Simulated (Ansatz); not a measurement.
# C4H3N3OSi: a ladder of functionals and wavefunction methods

An exercise on one series of results from a longer session: the logs are not shown, and one member is left open.

The runs use Ansatz 0.2.0, Gaussian basis; functionals in def2-TZVPP, the program's frozen cores in correlated methods.

Levels to be run: LDA (SPW92), PBE-D4, revPBE-D4, BLYP-D4, r2SCAN-D4, B97M-V, PBE0-D4, B3LYP-D4, r2SCANh-D4, r2SCAN0-D4, HSE06-D4, BHLYP-D4, CAM-B3LYP-D4, LC-ωPBE, ωB97X-V, ωB97M-V, B2PLYP, PBE-QIDH; CCSD(T)/def2-SVP; CCSD(T)/def2-TZVPP; MP2/def2-QZVPP; extrapolation to the limit; RPA on PBE.

## Structure used throughout

An earlier PBE0-D4 in a triple-zeta def2 set relaxation fixed the geometry.

SMILES `CO[Si](C#N)(C#N)C#N`, 12 atoms, charge 0, spin multiplicity 1.

Atoms are counted from 1 here; the program's logs count them from 0.

Bond lengths: C1–O2 1.424 Å, C1–H10 1.092 Å, C1–H11 1.092 Å, C1–H12 1.088 Å, O2–Si3 1.598 Å, Si3–C4 1.835 Å, Si3–C6 1.825 Å, Si3–C8 1.835 Å, C4–N5 1.151 Å, C6–N7 1.151 Å, C8–N9 1.151 Å. Angles: O2–C1–H10 110.6°, O2–C1–H11 110.6°, O2–C1–H12 107.2°, H10–C1–H11 109.7°, H10–C1–H12 109.3°, H11–C1–H12 109.3°, C1–O2–Si3 127.5°, O2–Si3–C4 112.2°, O2–Si3–C6 108.2°, O2–Si3–C8 112.2°, C4–Si3–C6 108.9°, C4–Si3–C8 106.3°, C6–Si3–C8 108.9°, Si3–C4–N5 177.1°, Si3–C6–N7 179.1°, Si3–C8–N9 177.2°.

The first run:

The input, in.yaml:

```yaml
crystal:
  periodic: [false, false, false]
  atoms:
    - {symbol: C, position_ang: [1.144843, -1.486237, -0.696669]}
    - {symbol: O, position_ang: [1.085895, -0.183680, -0.124105]}
    - {symbol: Si, position_ang: [-0.220552, 0.636524, 0.293568]}
    - {symbol: C, position_ang: [-1.339774, 0.932389, -1.130614]}
    - {symbol: N, position_ang: [-2.015312, 1.075476, -2.051764]}
    - {symbol: C, position_ang: [0.308627, 2.245953, 0.973356]}
    - {symbol: N, position_ang: [0.624553, 3.264892, 1.404552]}
    - {symbol: C, position_ang: [-1.218206, -0.243170, 1.558209]}
    - {symbol: N, position_ang: [-1.816968, -0.843242, 2.337145]}
    - {symbol: H, position_ang: [0.699653, -2.222654, -0.023663]}
    - {symbol: H, position_ang: [0.628211, -1.506924, -1.659005]}
    - {symbol: H, position_ang: [2.196031, -1.724627, -0.846910]}
basis:
  gaussian: {orbitals: def2-TZVPP}
hamiltonian: {xc: lda}
output: {orbitals: {seedname: orbitals}}
```

Among the steps run: LDA; PBE-D4 (GGA); revPBE-D4 (GGA); BLYP-D4 (GGA); r2SCAN-D4 (meta-GGA); B97M-V (meta-GGA); PBE0-D4 (hybrid); B3LYP-D4 (hybrid); r2SCANh-D4 (hybrid); r2SCAN0-D4 (hybrid); HSE06-D4 (hybrid); BHLYP-D4 (hybrid); CAM-B3LYP-D4 (range-separated); LC-ωPBE (range-separated); ωB97X-V (range-separated); ωB97M-V (range-separated); B2PLYP (double hybrid); PBE-QIDH (double hybrid).

One of the session's tables, all rows but one given; the rest of the session is left out.

It belongs to the step «Frontier levels by functional». 

```
  functional  HOMO (eV)  LUMO (eV)  gap (eV)
 LDA (SPW92)      -8.70      -3.94      4.76
      PBE-D4      -8.54      -3.63      4.91
   revPBE-D4      -8.47      -3.51      4.97
     BLYP-D4      -8.45      -3.45      5.00
   r2SCAN-D4      -8.91      -3.49      5.42
      B97M-V      -8.97      -3.38      5.58
     PBE0-D4     -10.16      -2.73      7.43
    B3LYP-D4      -9.92      -2.91      7.01
  r2SCANh-D4      -9.51      -3.16      6.35
  r2SCAN0-D4     -10.42      -2.66      7.76
    HSE06-D4      -9.75      -3.11      6.64
    BHLYP-D4     -11.72      -1.68     10.04
CAM-B3LYP-D4          ?          ?         ?
     LC-ωPBE     -13.04      -0.45     12.59
     ωB97X-V     -12.67      -0.52     12.15
     ωB97M-V     -12.59      -0.63     11.95
```

Estimate the missing values for CAM-B3LYP-D4.

**Answer.** HOMO (eV): -11.66; LUMO (eV): -1.59; gap (eV): 10.07. In the column «HOMO (eV)» it lies between BHLYP-D4 (-11.72) and r2SCAN0-D4 (-10.42).
